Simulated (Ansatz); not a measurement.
**One shape, several levels: doublet [HfF4]+**

Aim: a comparison of 3 runs (UBHLYP/def2-SVP, UCCSD/def2-SVP, UCCSD(T)/def2-SVP) of doublet [HfF4]+. 

The calculation is run with Ansatz 0.2.0.

7 further runs of the same task are left out: 6 that didn't finish, 1 set aside as unsound or not needed.

### 1 Starting point

The species is [HfF4]+ (5 atoms), meant as a doublet with charge +1. SMILES of the parent species: `F[Hf](F)(F)F`. The shape is that of a PBE0-D4/def2-TZVP optimisation. That shape belongs to the parent species and isn't relaxed for this state.

Bond lengths: F1–Hf2 1.897 Å, Hf2–F3 1.897 Å, Hf2–F4 1.897 Å, Hf2–F5 1.897 Å. Angles: F1–Hf2–F3 109.5°, F1–Hf2–F4 109.5°, F1–Hf2–F5 109.5°, F3–Hf2–F4 109.5°, F3–Hf2–F5 109.5°, F4–Hf2–F5 109.5°.

### 2 A single-point energy at UBHLYP/def2-SVP (core potential) (run 1)

File run.yaml:

```yaml
crystal:
  periodic: [false, false, false]
  atoms:
    - symbol: F
      position_ang: [-0.908700, -0.112040, 1.661430]
    - symbol: Hf
      position_ang: [-0.000000, 0.000000, -0.000000]
    - symbol: F
      position_ang: [1.622880, -0.977200, 0.099740]
    - symbol: F
      position_ang: [-1.093180, -0.727680, -1.368970]
    - symbol: F
      position_ang: [0.379000, 1.816910, -0.392190]
basis:
  gaussian:
    orbitals: def2-SVP
total_charge: 1
magnetization:
  spin_polarized: true
  initial_magnetization: 1
hamiltonian:
  xc: {name: BHLYP}
accuracy: high
output: {orbitals: {seedname: orbitals}}
```

Started as:

```sh
$ ansatz run run.yaml --threads 1 --pin off --max-ram 3480MiB --events-out events.jsonl --progress --plain --runs-dir runs
```

The log of the run:

```text
Warning: RAYON_NUM_THREADS=1 ignored (pool sized by the plan → 1); use --threads N
Functional definition: BHLYP
  name "BHLYP"
  parameter a = 0.5
  exchange = (1 - a)*b88_x + a*exact_x
  correlation = lyp_c
1810 factors; integrals over basis functions are off by at most 3.2e-9 eV
mean field evaluation 1: about -12142.2876 eV, gradient 5.6e1 eV
mean field evaluation 2: about -12129.5105 eV, gradient 8.6e1 eV
mean field evaluation 4: about -12152.4559 eV, gradient 4.4e0 eV
mean field evaluation 8: about -12152.5922 eV, gradient 3.0e-1 eV
mean field evaluation 16: about -12152.7261 eV, gradient 1.9e0 eV
mean field evaluation 32: about -12152.7831 eV, gradient 3.0e-8 eV
mean field evaluation 64: about -12152.4478 eV, gradient 5.4e0 eV
mean field -12152.78309983 eV, -446.6065414666 hartree, gradient 3.0e-8 eV, S^2 0.785965; 6 other end points of the search recorded, 0 dependent functions left out
reference -12152.78312789 eV, -446.6065424976 hartree; 24, 23 occupied and 64, 65 virtual orbitals, 1810 factors
Total energy: -12152.78312789 eV, -446.6065424976 hartree
```

Run time: 40 s. Hardware: 1 thread of Intel Xeon Platinum 8375C at 2.90GHz (Ice Lake), shared host; peak memory 0.49 GiB.

### 3 The energy at UCCSD/def2-SVP (core potential) (run 2)

File run.yaml:

```yaml
crystal:
  periodic: [false, false, false]
  atoms:
    - {symbol: F, position_ang: [-0.908700, -0.112040, 1.661430]}
    - {symbol: Hf, position_ang: [-0.000000, 0.000000, -0.000000]}
    - {symbol: F, position_ang: [1.622880, -0.977200, 0.099740]}
    - {symbol: F, position_ang: [-1.093180, -0.727680, -1.368970]}
    - {symbol: F, position_ang: [0.379000, 1.816910, -0.392190]}
basis:
  gaussian: {orbitals: def2-SVP}
total_charge: 1
magnetization: {spin_polarized: true, initial_magnetization: 1}
correlation: {method: ccsd, frozen_orbitals: {F: 1, Hf: 0}}
accuracy: high
scf: {omitted_lower_state_checks: [cluster_reference, increment]}
```

Started as:

```sh
$ ansatz run run.yaml --threads 1 --pin off --max-ram 3480MiB --events-out events.jsonl --progress --plain --runs-dir runs
```

The log of the run:

```text
Warning: RAYON_NUM_THREADS=1 ignored (pool sized by the plan → 1); use --threads N
[... 24 lines left out ...]
4 core orbitals not correlated: weight in the atoms' cores, before any rotation towards them, 1.000 or more for the frozen orbitals, at most 0.000 for the correlated occupied ones
[... 86 lines left out ...]
Total energy: -12126.84840704 eV, -445.6534590858 hartree
Checks for a lower state left out: cluster_reference, increment
```

It took 6.4 min on 1 thread of Intel Xeon Platinum 8375C at 2.90GHz (Ice Lake), shared host; peak memory 1.4 GiB.

### 4 A single-point energy at UCCSD(T)/def2-SVP (core potential) (run 3)

File in.yaml:

```yaml
crystal:
  periodic: [false, false, false]
  atoms:
    - {symbol: F, position_ang: [-0.908700, -0.112040, 1.661430]}
    - {symbol: Hf, position_ang: [-0.000000, 0.000000, -0.000000]}
    - {symbol: F, position_ang: [1.622880, -0.977200, 0.099740]}
    - {symbol: F, position_ang: [-1.093180, -0.727680, -1.368970]}
    - {symbol: F, position_ang: [0.379000, 1.816910, -0.392190]}
basis:
  gaussian:
    orbitals: def2-SVP
correlation:
  method: ccsd_t
  frozen_orbitals: {F: 1, Hf: 0}
magnetization:
  spin_polarized: true
  initial_magnetization: 1
total_charge: 1
accuracy: high
scf:
  omitted_lower_state_checks: [cluster_reference, increment]
```

Started as:

```sh
$ ansatz run in.yaml --threads 1 --pin off --max-ram 3480MiB --events-out events.jsonl --progress --plain --runs-dir runs
```

The log of the run:

```text
Warning: RAYON_NUM_THREADS=1 ignored (pool sized by the plan → 1); use --threads N
[... 24 lines left out ...]
4 core orbitals not correlated: weight in the atoms' cores, before any rotation towards them, 1.000 or more for the frozen orbitals, at most 0.000 for the correlated occupied ones
[... 87 lines left out ...]
Total energy: -12127.53483604 eV, -445.6786848860 hartree
Checks for a lower state left out: cluster_reference, increment
```

It took 6.1 min on 1 thread of Intel Xeon Platinum 8375C at 2.90GHz (Ice Lake), shared host; peak memory 1.4 GiB.

### 5 All runs side by side

```
run                               level  frozen core orbitals  energy (Eh)   ⟨S²⟩  wall time
  1    UBHLYP/def2-SVP (core potential)                     –  -446.606542  0.786       40 s
  2     UCCSD/def2-SVP (core potential)                     4  -445.653459  0.753    6.4 min
  3  UCCSD(T)/def2-SVP (core potential)                     4  -445.678685  0.753    6.1 min
```

### 6 Outcome

| quantity | value |
| --- | --- |
| run 3: total energy | -445.67868 Eh |
| run 3: correlation energy (4 core orbitals frozen) | -954.8 mEh |
| run 3: (T) correction | -25.23 mEh |
| run 3: ⟨S²⟩ of the reference determinant | 0.753 |
| run 3: T1 diagnostic | 0.043 |

All runs together took 13 min, the longest 6.4 min.
